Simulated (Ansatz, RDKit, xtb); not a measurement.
# C2H11AlGeSi: ranking a sample of isomers

A sample of isomers of C2H11AlGeSi is drawn. Aim: find which of them has the lowest free energy at 298.15 K, then its properties. The sample is small against all isomers, and the most stable one of this formula need not be in it.

Plan: many cheap relaxations first (GFN2-xTB), then density-functional screening, relaxation at r2SCAN-D4/def2-SVP, vibrations (at GFN2-xTB) and a final energy. The numbers are computed, not measured.

### Step 1. Drawing up candidates

Isomers were taken from a list of plausible structures; this is a sample, not all of them. That gives 4 candidates.

| label | SMILES | spin |
| --- | --- | --- |
| c141 | [SiH3][CH2][AlH][CH2][GeH3] | singlet |
| c333 | [CH3][Al]([SiH3])[CH2][GeH3] | singlet |
| c814 | [CH3][Al]([GeH3])[CH2][SiH3] | singlet |
| c835 | [CH3][AlH][C@@H]([SiH3])[GeH3] | singlet |

Candidates are built by distance geometry, with a force field where one applies, in up to four conformers (letters a to d).

Q: Predict the outcome of this search (final energies at CCSD(T)/def2-SVP + MP2/def2-TZVPP - MP2/def2-SVP).

| quantity | value |
| --- | --- |
| lowest structure found | [CH3][Al]([GeH3])[CH2][SiH3], singlet |
| next finalist | [CH3][AlH][C@@H]([SiH3])[GeH3], singlet, 5.6 kcal/mol higher in G |
| share at equilibrium, among the finalists | 100.0 % |

The search ends on `[CH3][Al]([GeH3])[CH2][SiH3]`. The margin of 5.6 kcal/mol over the next finalist is beyond the usual error of the last level; it says nothing of structures that weren't ranked. With 8 minima in the window unscreened, the next finalist need not be the second lowest, and margin and share hold for the finalists alone. GFN2-xTB, HF/STO-3G, r2SCAN-D4/def2-SVP, r2SCAN-D4/def2-SVP, relaxed, HF/def2-SVP and MP2/def2-SVP already put its bonding pattern lowest among the structures in one piece. 8 minima inside the window were never screened. The search is not exhaustive (a finite list of starts, one conformer a finalist), so a lower isomer can't be ruled out. Only 4 drawn patterns were tried, so whole families of isomers are missing, and the result ranks only the part of this sample that was screened.
